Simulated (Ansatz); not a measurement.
LaHg2, space group P-3m1, a check of PAW against all-electron LAPW

With Ansatz 0.2.0 through its Python package.

`lahg2.cif`
```cif
data_LaHg2
_cell_length_a 4.960000
_cell_length_b 4.960000
_cell_length_c 3.650000
_cell_angle_alpha 90.00000
_cell_angle_beta 90.00000
_cell_angle_gamma 120.00000
_symmetry_space_group_name_H-M 'P 1'
_symmetry_Int_Tables_number 1
loop_
_symmetry_equiv_pos_as_xyz
'x, y, z'
loop_
_atom_site_label
_atom_site_type_symbol
_atom_site_fract_x
_atom_site_fract_y
_atom_site_fract_z
La1 La    0.000000    0.000000    0.000000
Hg2 Hg    0.333333    0.666667    0.450000
Hg3 Hg    0.666667    0.333333    0.550000
```

Interactive session:
```pycon
>>> import ansatz as az
>>> from ase.io import read
>>> import numpy as np
>>> import pandas as pd
>>> def count_gap(report):
...     # lowest empty less highest filled band, counting bands; zero where they overlap
...     return max(report.get('gap_by_band_count_ev') or 0.0, 0.0)
...
>>> atoms = read('lahg2.cif')
>>> cell = az.Crystal.from_ase(atoms)
>>> model = (
...     cell.calculation()
...     .functional('pbesol')
...     .kpoints(mesh=(8, 8, 9))
...     .occupations('Marzari-Vanderbilt', width=0.1)
...     .stress()
...     .forces()
...     .band_table()
... )
>>> variants = {
...     'PAW': model.pseudopotentials('paw'),
...     'LAPW': model.pseudopotentials('all_electron', lapw=True),
... }
>>> # totals differ by the cores that each treatment holds, so compare what does not depend on them
>>> rows = []
>>> for label, variant in variants.items():
...     r = variant.run(threads=1).report
...     levels = np.array(r['eigenvalues_ev'][0]) - r['fermi_energy_ev']
...     print(label, 'levels at the first k-point near E_F:', np.round(levels[np.abs(levels) < 5], 3))
...     rows.append((label, r['n_electrons'], np.trace(r['stress_gpa']) / 3, float(np.abs(r['forces_ev_ang']).max()), count_gap(r)))
...
DeckWarning: the atoms were moved onto the symmetric positions of the space group found under crystal.symmetry.tolerance 1.0e-5 (fractional; no operation is sought that the atoms, as they stand in a round, miss by more than twice it, and no atom is moved by as much as it), and the run uses the moved positions. Before a round's move an operation carried an atom to 4.96e-6 Å from where it should [...]
DeckWarning: basis.ecutwfc = 420 eV, auto-derived from the records' recommended cutoffs: set by La (normal level)
PAW levels at the first k-point near E_F: [-1.026 -1.026 -0.535 -0.234  1.482  1.482  1.682  1.768]
LAPW levels at the first k-point near E_F: [-1.027 -1.027 -0.534 -0.234  1.497  1.497  1.697  1.782  1.821  1.821
  2.33   3.696  3.696]
>>> print(pd.DataFrame(rows, columns=['treatment', 'electrons in bands', 'P GPa', 'max force component eV/A', 'gap by band count eV']).round(4).to_string(index=False))
treatment  electrons in bands   P GPa  max force component eV/A  gap by band count eV
      PAW                51.0 -0.7493                    0.2576                   0.0
     LAPW               117.0 -0.7350                    0.2573                   0.0
```

PAW gives -0.749 GPa and LAPW -0.735 GPa, 0.014 GPa apart. They took 9.6 and 130.8 s of processor time.

Caveats:
- The computed bands are complete only to about 1.7 eV above the Fermi level.
- A gap by band count of zero or less means overlapping bands, a metal, and at an odd count of electrons it is no gap at all.
- The starting cell is as deposited in a crystallographic database; the results hold for this polymorph, which needn't be the stable one.
- Gaps and levels are Kohn-Sham values on a finite set of k-points, without spin-orbit coupling.
- Warnings are shown shortened and without file and line.
- Pressure is positive in compression; the treatments may keep other shells as core, so totals and counts of electrons can differ.
- It ran for 2.4 min on 1 thread of Arm Neoverse V1, on a shared host, peak memory 1.1 GiB.
